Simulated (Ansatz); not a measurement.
**CH2FNSn: ionisation energy by level of theory**

An exercise on one series of results from a longer session: the logs are not shown, and one member is left open.

The runs use Ansatz 0.2.0, Gaussian basis; unrestricted cation, the program's frozen cores in correlated methods.

Plan: UKS PBE-D4/def2-TZVPP; UKS r2SCAN-D4/def2-TZVPP; UKS PBE0-D4/def2-TZVPP; UKS B3LYP-D4/def2-TZVPP; UKS wB97X-V/def2-TZVPP; UKS wB97M-V/def2-TZVPP; UKS B2PLYP/def2-TZVPP; UHF-CCSD(T)/def2-TZVPP; UHF-CCSD(T)/def2-QZVPP; extrapolation to the limit; then −ε(HOMO) from the neutral's earlier runs with LDA (SPW92), PBE-D4, revPBE-D4, BLYP-D4, r2SCAN-D4, B97M-V, PBE0-D4, B3LYP-D4, r2SCANh-D4, r2SCAN0-D4, HSE06-D4, BHLYP-D4, CAM-B3LYP-D4, LC-ωPBE, ωB97X-V, ωB97M-V.

## Structure used throughout

The geometry comes from an earlier relaxation with PBE0-D4 in a triple-zeta def2 set; it is a stationary point. Sn takes the def2 core potential; no spin-orbit term is included.

SMILES `N#[C][SnH2][F]`, 6 atoms, charge 0, spin multiplicity 1.

Atoms are counted from 1 here; the program's logs count them from 0.

Bond lengths: N1–C2 1.152 Å, C2–Sn3 2.104 Å, Sn3–F4 1.910 Å, Sn3–H5 1.690 Å, Sn3–H6 1.690 Å. Angles: N1–C2–Sn3 177.5°, C2–Sn3–F4 103.5°, C2–Sn3–H5 109.5°, C2–Sn3–H6 109.5°, F4–Sn3–H5 106.7°, F4–Sn3–H6 106.7°, H5–Sn3–H6 119.6°.

The first run:

in.yaml reads:

```yaml
crystal:
  periodic: [false, false, false]
  atoms:
    - {symbol: N, position_ang: [2.046850, -1.267666, 1.073104]}
    - {symbol: C, position_ang: [1.158029, -0.706956, 0.601256]}
    - {symbol: Sn, position_ang: [-0.421771, 0.395775, -0.244986]}
    - {symbol: F, position_ang: [-1.678613, -0.947716, -0.759994]}
    - {symbol: H, position_ang: [0.106083, 1.137786, -1.669133]}
    - {symbol: H, position_ang: [-1.168477, 1.324677, 0.953754]}
basis:
  gaussian: {orbitals: def2-TZVPP}
total_charge: 1
magnetization: {spin_polarized: true, initial_magnetization: 1}
hamiltonian: {xc: pbe, dispersion: d4}
```

The run is started by

```bash
$ ansatz run in.yaml --threads 2 --pin off --events-out ev --progress --plain --max-ram 22528MiB --backend cpu
```

Steps of the session up to this table: Cation, UKS PBE-D4/def2-TZVPP; Cation, UKS r2SCAN-D4/def2-TZVPP; Cation, UKS PBE0-D4/def2-TZVPP; Cation, UKS B3LYP-D4/def2-TZVPP; Cation, UKS wB97X-V/def2-TZVPP; Cation, UKS wB97M-V/def2-TZVPP; Cation, UKS B2PLYP (frozen core)/def2-TZVPP; Cation, UHF-CCSD(T)/def2-TZVPP; Cation, UHF-CCSD(T)/def2-QZVPP.

One of the session's tables, all rows but one given; the rest of the session is left out.

Orbital estimates, from the neutral's runs:

| functional | −ε(HOMO) (eV) |
| --- | --- |
| LDA (SPW92) | 8.65 |
| PBE-D4 | ? |
| revPBE-D4 | 8.45 |
| BLYP-D4 | 8.43 |
| r2SCAN-D4 | 8.89 |
| B97M-V | 8.90 |
| PBE0-D4 | 9.93 |
| B3LYP-D4 | 9.69 |
| r2SCANh-D4 | 9.40 |
| r2SCAN0-D4 | 10.15 |
| HSE06-D4 | 9.53 |
| BHLYP-D4 | 11.15 |
| CAM-B3LYP-D4 | 11.34 |
| LC-ωPBE | 12.75 |
| ωB97X-V | 12.35 |
| ωB97M-V | 12.19 |

Estimate the missing values for PBE-D4.

As computed: −ε(HOMO) (eV): 8.51. In the column «−ε(HOMO) (eV)» it lies between revPBE-D4 (8.45) and LDA (SPW92) (8.65).
